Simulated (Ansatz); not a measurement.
What does this script print? It uses the Python package of Ansatz (0.2.0).

`bgeh8nsi.xyz`
```text
12

B     1.76290    0.59270    0.90810
Ge    0.79540    0.51090   -0.86340
N    -0.38070   -0.93900   -0.89350
Si   -1.76750   -0.53350    0.16480
H     2.41680   -0.32350    1.26520
H     1.65490    1.54690    1.59540
H     0.01670    1.83120   -1.09790
H     1.84180    0.33740   -1.99320
H     0.11610   -1.74420   -0.45110
H    -1.29320   -0.27380    1.53270
H    -2.70800   -1.66330    0.18780
H    -2.45540    0.65810   -0.35480
```

The script, `tae_bgeh8nsi.py`:
```python
"""Energy to split BGeH8NSi into its atoms."""

from collections import Counter

import ansatz as az


def energy(molecule, charge=0, unpaired=0):
    calc = molecule.calculation().basis(gaussian="6-31G*").functional("cam_b3lyp")
    if charge:
        calc = calc.charge(charge)
    if unpaired:
        calc = calc.spin("collinear", total=unpaired)
    return calc.run().report["free_energy_ev"]

geometry = az.Crystal.molecule_from_extxyz("bgeh8nsi.xyz")

# Hund ground states
unpaired = {"B": 1, "Ge": 2, "N": 3, "Si": 2, "H": 1}
counts = Counter(site.symbol for site in geometry.cartesian_sites)
atom_energy = {s: energy(az.Crystal.molecule().atom(s, (0, 0, 0)), 0, unpaired[s]) for s in counts}
whole = energy(geometry, 0, 0)
for s, e in atom_energy.items():
    print(f"{s:2s} x{counts[s]}  {e:14.5f} eV")
print(f"BGeH8NSi: {whole:.5f} eV")
split = sum(counts[s] * e for s, e in atom_energy.items()) - whole
print(f"atomisation energy (no zero-point term): {23.060548 * split:.1f} kcal/mol, {split / sum(counts.values()):.3f} eV an atom")
```

```console
$ python tae_bgeh8nsi.py
B  x1      -670.24236 eV
Ge x1    -56511.63778 eV
N  x1     -1484.73526 eV
Si x1     -7873.78869 eV
H  x8       -13.51936 eV
BGeH8NSi: -66685.37127 eV
atomisation energy (no zero-point term): 848.9 kcal/mol, 3.068 eV an atom
```

848.9 kcal/mol from the electronic energies, without the zero-point term.

What to keep in mind:
- Total energies depend on the basis set; only differences at equal settings carry meaning.
- The geometry is a force-field or estimated start, not a minimum of this method, and the basis set is short of its limit. All parts are taken at fixed geometry, without zero-point energy.
- Timing: 4.6 s on 1 thread of Intel(R) Xeon(R) Processor @ 2.30GHz (shared host), peak memory 0.36 GiB.
